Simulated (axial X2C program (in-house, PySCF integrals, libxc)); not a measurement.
# A two-component session on RuCl⁻: properties at the nuclei

Wanted for RuCl⁻: properties at the nuclei, at the two-component level.

Computed with an in-house X2C program for linear molecules on PySCF integrals. Level: two-component X2C with atomic mean-field terms, Ru dyall-acv3z, Cl dyall-av3z.

All values are calculated.

### Step 1. The job

File task.json:

```json
{
 "zs": [
  44,
  17
 ],
 "q": -1,
 "bas": [
  "dyall-acv3z",
  "dyall-av3z"
 ],
 "r0": 2.24,
 "levels": [
  "PBE0",
  "HF",
  "r2SCAN",
  "TPSSh",
  "PBE"
 ],
 "nst": 3
}
```

Keys: zs atomic numbers; q charge; bas basis sets; r0 starting distance in Å; levels methods (HF also brings MP2); nst determinants followed.

Started as:

```console
$ python soeom.py task.json out
```

Nuclei are Gaussian, cores are contracted, and the Gaunt term is on.

### Step 2. Expectation values, lowest determinant

R = 2.446 Å. State: Ω = 4 (excess of +ω over −ω: ω = 3/2, ω = 5/2).

Output of the PBE0 run:

```text
two-component X2C + atomic mean field  PBE0
basis functions 221  fitting functions 1041  grid points 5080
iter        total energy     max residual
   1      -4989.761198852     2.20e-05
   2      -4989.761198912     1.28e-05
   3      -4989.761198932     9.26e-06
   4      -4989.761198958     4.84e-06
   5      -4989.761198962     2.57e-06
   6      -4989.761198962     1.72e-06
converged
one-electron -7213.73290554  Coulomb 2227.29417928  exact exchange -40.04938928  xc functional -122.78430320  nuclear repulsion 161.82524684  atomic mean-field constant -2.31402706
```

The highest occupied spinor is 59% Ru s, 25% Ru p, 8% Cl p.

```csv
level,Eeff magnitude (GV/cm),Ws magnitude Ru (kHz),A∥/gI Ru (MHz),qzz Ru (a.u.),A∥/gI Cl (MHz),qzz Cl (a.u.)
PBE0,3.42,0.479,404,-1.03,14.4,0.76
HF,2.88,0.415,180,-2.08,10.5,0.60
r2SCAN,3.7,0.516,404,-1.00,17.8,0.70
TPSSh,3.37,0.473,425,-1.01,15.4,0.75
PBE,3.13,0.445,441,-0.61,14,0.74
```

Eeff is the effective electric field on the electron dipole moment in this Ω state and Ws the scalar–pseudoscalar constant (defined with the proton number Z and per Ω); A∥ is the parallel hyperfine constant, which follows by multiplying with the nuclear g factor gI = μI/(I μN); qzz is the electric field gradient, eQq0 = 234.96 MHz × Q/barn × qzz. The operators were transformed with the bare-nucleus X2C matrices.

### Step 3. Expectation values, a higher determinant

R = 2.446 Å. State: Ω = 5 (excess of +ω over −ω: 2 × ω = 1/2, ω = 3/2, ω = 5/2), 0.19 eV above the lowest in the PBE0 search for states (made at or near this distance, with looser thresholds).

Output of the PBE0 run:

```text
two-component X2C + atomic mean field  PBE0
basis functions 221  fitting functions 1041  grid points 5080
iter        total energy     max residual
   1      -4989.754300149     1.62e-05
   2      -4989.754300162     1.02e-05
   3      -4989.754300167     7.99e-06
   4      -4989.754300169     5.46e-06
   5      -4989.754300171     2.92e-06
converged
one-electron -7215.08792856  Coulomb 2228.69026825  exact exchange -40.05943516  xc functional -122.80842449  nuclear repulsion 161.82524684  atomic mean-field constant -2.31402706
```

The highest occupied spinor is 55% Ru s, 26% Ru p, 8% Cl p.

```csv
level,Eeff magnitude (GV/cm),Ws magnitude Ru (kHz),A∥/gI Ru (MHz),qzz Ru (a.u.),A∥/gI Cl (MHz),qzz Cl (a.u.)
PBE0,2.61,0.298,580,-0.56,18.8,0.81
HF,1.9,0.233,387,-0.91,9.85,0.55
r2SCAN,2.88,0.331,621,-0.61,22.8,0.70
TPSSh,2.57,0.296,601,-0.53,20.6,0.80
PBE,2.39,0.275,619,-0.45,23,0.87
```

### Step 4. Expectation values, a higher determinant

R = 2.446 Å. State: Ω = 2 (excess of +ω over −ω: 2 × ω = 1/2, ω = -3/2, ω = 5/2), 0.43 eV above the lowest in the PBE0 search for states (made at or near this distance, with looser thresholds).

Output of the PBE0 run:

```text
two-component X2C + atomic mean field  PBE0
basis functions 221  fitting functions 1041  grid points 5080
iter        total energy     max residual
   1      -4989.745497323     6.30e-06
   2      -4989.745497327     6.17e-06
   3      -4989.745497328     3.67e-06
converged
one-electron -7214.72802865  Coulomb 2228.35829147  exact exchange -40.06211350  xc functional -122.82486643  nuclear repulsion 161.82524684  atomic mean-field constant -2.31402706
```

The highest occupied spinor is 50% Ru s, 26% Ru p, 10% Ru d.

```csv
level,Eeff magnitude (GV/cm),Ws magnitude Ru (kHz),A∥/gI Ru (MHz),qzz Ru (a.u.),A∥/gI Cl (MHz),qzz Cl (a.u.)
PBE0,2.34,0.677,701,-4.93,32.6,0.93
HF,1.58,0.515,305,-5.07,16.1,0.63
r2SCAN,2.52,0.733,723,-4.93,35.2,0.87
TPSSh,2.34,0.676,730,-4.88,33.1,0.94
PBE,2.15,0.62,791,-4.82,36.5,1.07
```

### Step 5. Outcome

```
                                        quantity                                                         value
                              lowest determinant                Ω = 4 (excess of +ω over −ω: ω = 3/2, ω = 5/2)
                    Eeff magnitude (GV/cm), PBE0                                                          3.42
                     Ws magnitude Ru (kHz), PBE0                                                         0.479
                            A∥/gI Ru (MHz), PBE0                                                           404
                             qzz Ru (a.u.), PBE0                                                         -1.03
                              higher determinant   Ω = 5 (excess of +ω over −ω: 2 × ω = 1/2, ω = 3/2, ω = 5/2)
Eeff magnitude (GV/cm), PBE0, higher determinant                                                          2.61
 Ws magnitude Ru (kHz), PBE0, higher determinant                                                         0.298
        A∥/gI Ru (MHz), PBE0, higher determinant                                                           580
         qzz Ru (a.u.), PBE0, higher determinant                                                         -0.56
                              higher determinant  Ω = 2 (excess of +ω over −ω: 2 × ω = 1/2, ω = -3/2, ω = 5/2)
Eeff magnitude (GV/cm), PBE0, higher determinant                                                          2.34
 Ws magnitude Ru (kHz), PBE0, higher determinant                                                         0.677
        A∥/gI Ru (MHz), PBE0, higher determinant                                                           701
         qzz Ru (a.u.), PBE0, higher determinant                                                         -4.93
```

What this shows: In the first state, the effective field runs from 2.88 to 3.7 GV/cm over the mean-field levels. The expectation values come from single determinants, which for open shells can mix terms of unlike spin or miss the lowest Ω, so a determinant need not be a state. Eeff is the effective electric field on the electron dipole moment in this Ω state and Ws the scalar–pseudoscalar constant (defined with the proton number Z and per Ω); A∥ is the parallel hyperfine constant, which follows by multiplying with the nuclear g factor gI = μI/(I μN); qzz is the electric field gradient, eQq0 = 234.96 MHz × Q/barn × qzz. The operators were transformed with the bare-nucleus X2C matrices.
